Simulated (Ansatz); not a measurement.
# CH₆NOSb: a ladder of functionals and wavefunction methods

One table from this session's results is given with a row withheld; the runs are named, their logs left out.

Program: Ansatz 0.2.0, Gaussian basis. Level of theory: functionals in def2-TZVPP, the program's frozen cores in correlated methods. These are calculated values, not measurements.

Plan: PBE-D4, r2SCAN-D4, PBE0-D4, B3LYP-D4, ωB97X-V, ωB97M-V, B2PLYP; CCSD(T)/def2-TZVPP; MP2/def2-QZVPP; extrapolation to the limit.

### Structure used throughout

All runs share one geometry, relaxed beforehand with PBE0-D4 in a triple-zeta def2 set. Sb takes the def2 core potential; no spin-orbit term is included.

SMILES `[CH3][Sb]([NH2])[OH]`, 10 atoms, charge 0, spin multiplicity 1.

Atoms are counted from 1 here; the program's logs count them from 0.

Bond lengths: C1–Sb2 2.136 Å, C1–H5 1.091 Å, C1–H6 1.091 Å, C1–H7 1.090 Å, Sb2–N3 2.012 Å, Sb2–O4 1.972 Å, N3–H8 1.010 Å, N3–H9 1.009 Å, O4–H10 0.960 Å. Angles: Sb2–C1–H5 107.7°, Sb2–C1–H6 110.4°, Sb2–C1–H7 109.9°, H5–C1–H6 110.3°, H5–C1–H7 109.1°, H6–C1–H7 109.5°, C1–Sb2–N3 96.9°, C1–Sb2–O4 88.7°, N3–Sb2–O4 97.2°, Sb2–N3–H8 118.4°, Sb2–N3–H9 116.6°, H8–N3–H9 110.8°, Sb2–O4–H10 111.7°.

The first run:

Contents of in.yaml:

```yaml
crystal:
  periodic: [false, false, false]
  atoms:
    - {symbol: C, position_ang: [-1.292040, 0.532499, -0.521867]}
    - {symbol: Sb, position_ang: [0.636865, 0.855910, 0.337182]}
    - {symbol: N, position_ang: [0.743866, -0.880066, 1.349224]}
    - {symbol: O, position_ang: [1.444045, 0.212278, -1.343535]}
    - {symbol: H, position_ang: [-1.280780, -0.447417, -1.001971]}
    - {symbol: H, position_ang: [-2.061847, 0.565914, 0.250230]}
    - {symbol: H, position_ang: [-1.497042, 1.295457, -1.273298]}
    - {symbol: H, position_ang: [0.041603, -1.583555, 1.171401]}
    - {symbol: H, position_ang: [0.945012, -0.816403, 2.335530]}
    - {symbol: H, position_ang: [2.403420, 0.214081, -1.300096]}
basis:
  gaussian: {orbitals: def2-TZVPP}
hamiltonian: {xc: pbe, dispersion: d4}
output: {forces: true, orbitals: {seedname: orbitals}}
```

The run is started by

```
> ansatz run in.yaml --threads 4 --pin off --events-out ev --progress --plain --max-ram 10444MiB
```

Among the steps run: PBE-D4 (GGA); r2SCAN-D4 (meta-GGA); PBE0-D4 (hybrid); B3LYP-D4 (hybrid); ωB97X-V (range-separated); ωB97M-V (range-separated); B2PLYP (double hybrid); CCSD(T) in def2-TZVPP; MP2 in def2-QZVPP.

One of the session's tables, all rows but one given; the rest of the session is left out.

| method | atomisation energy (eV) |
| --- | --- |
| PBE-D4 | 35.530 |
| r2SCAN-D4 | 34.572 |
| PBE0-D4 | 34.508 |
| B3LYP-D4 | 34.899 |
| ωB97X-V | 34.961 |
| ωB97M-V | 34.782 |
| B2PLYP | 34.351 |
| HF/def2-TZVPP | 22.874 |
| MP2/def2-TZVPP | 33.962 |
| CCSD/def2-TZVPP | 33.014 |
| CCSD(T)/def2-TZVPP | 33.649 |
| MP2/CBS | ? |
| CCSD(T)/CBS | 34.960 |

Q: Estimate the row for MP2/CBS from the others.

The run gave: atomisation energy (eV): 35.273. In the column «atomisation energy (eV)» it lies between ωB97X-V (34.961) and PBE-D4 (35.530).

To keep in mind: Free atoms (1 C, 1 Sb, 1 N, 1 O, 6 H) were run apart at each level; the atomisation energy is their sum less the molecule, without zero-point or spin-orbit terms.
